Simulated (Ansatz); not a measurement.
Consider an atomisation energy of CH4AlNS, SMILES C1[NH][AlH][S]1 (the Python package of Ansatz (0.2.0)).

Script `tae.py`:
```python
# -*- coding: utf-8 -*-
"""Atomisation energy of CH4AlNS at the given geometry."""

from collections import Counter
from dataclasses import dataclass

import ansatz


@dataclass(frozen=True)
class Settings:
    basis: str = "6-31G*"
    xc: str = "pbe"


opts = Settings()


def energy_of(molecule, charge=0, unpaired=0):
    calc = (
        molecule.calculation()
        .basis(gaussian=opts.basis)
        .functional(opts.xc)
    )
    if charge:
        calc = calc.charge(charge)
    if unpaired:
        calc = calc.spin("collinear", total=unpaired)
    report = calc.run().report
    if report["published_state_doubts"]:
        print("  doubts:", report["published_state_doubts"])
    return report["free_energy_ev"]

system = (
    ansatz.Crystal.molecule()
    .atom("C", (-0.348, 0.7964, -0.4446))
    .atom("N", (0.8954, 0.2729, -0.0736))
    .atom("Al", (0.3148, -1.5391, 0.0609))
    .atom("S", (-1.4585, -0.5648, -0.6582))
    .atom("H", (-0.2963, 1.3746, -1.4385))
    .atom("H", (-0.7847, 1.5487, 0.323))
    .atom("H", (1.1639, 0.5977, 0.8981))
    .atom("H", (0.6056, -2.5434, 1.277))
)

# Hund ground states
unpaired = {"C": 2, "N": 3, "Al": 1, "S": 2, "H": 1}
counts = Counter(site.symbol for site in system.cartesian_sites)
atom_energy = {s: energy_of(ansatz.Crystal.molecule().atom(s, (0, 0, 0)), 0, unpaired[s]) for s in counts}
whole = energy_of(system, 0, 0)
for s, e in atom_energy.items():
    print(f"{s:2s} x{counts[s]}  {e:14.5f} eV")
print(f"CH4AlNS: {whole:.5f} eV")
split = sum(counts[s] * e for s, e in atom_energy.items()) - whole
print(f"atomisation energy (no zero-point term): {96.485332 * split:.1f} kJ/mol, {split / sum(counts.values()):.3f} eV an atom")
```

What does it cost to take this molecule apart into atoms?

2685.7 kJ/mol from the electronic energies, without the zero-point term.

The output:

```console
$ python tae.py
C  x1     -1028.12444 eV
N  x1     -1483.36869 eV
Al x1     -6590.81403 eV
S  x1    -10827.69379 eV
H  x4       -13.53580 eV
CH4AlNS: -20011.97916 eV
atomisation energy (no zero-point term): 2685.7 kJ/mol, 3.479 eV an atom
```

Notes:
- The settings weren't tested for convergence.
- The geometry is a force-field or estimated start, not a minimum of this method, and the basis set is short of its limit. All parts are taken at fixed geometry, without zero-point energy.
- This functional overbinds, so such energies come out a few per cent too high (LDA far more).
- Hardware and time: 2.8 s on 1 thread of Arm Neoverse V2 (shared host), peak memory 0.17 GiB.
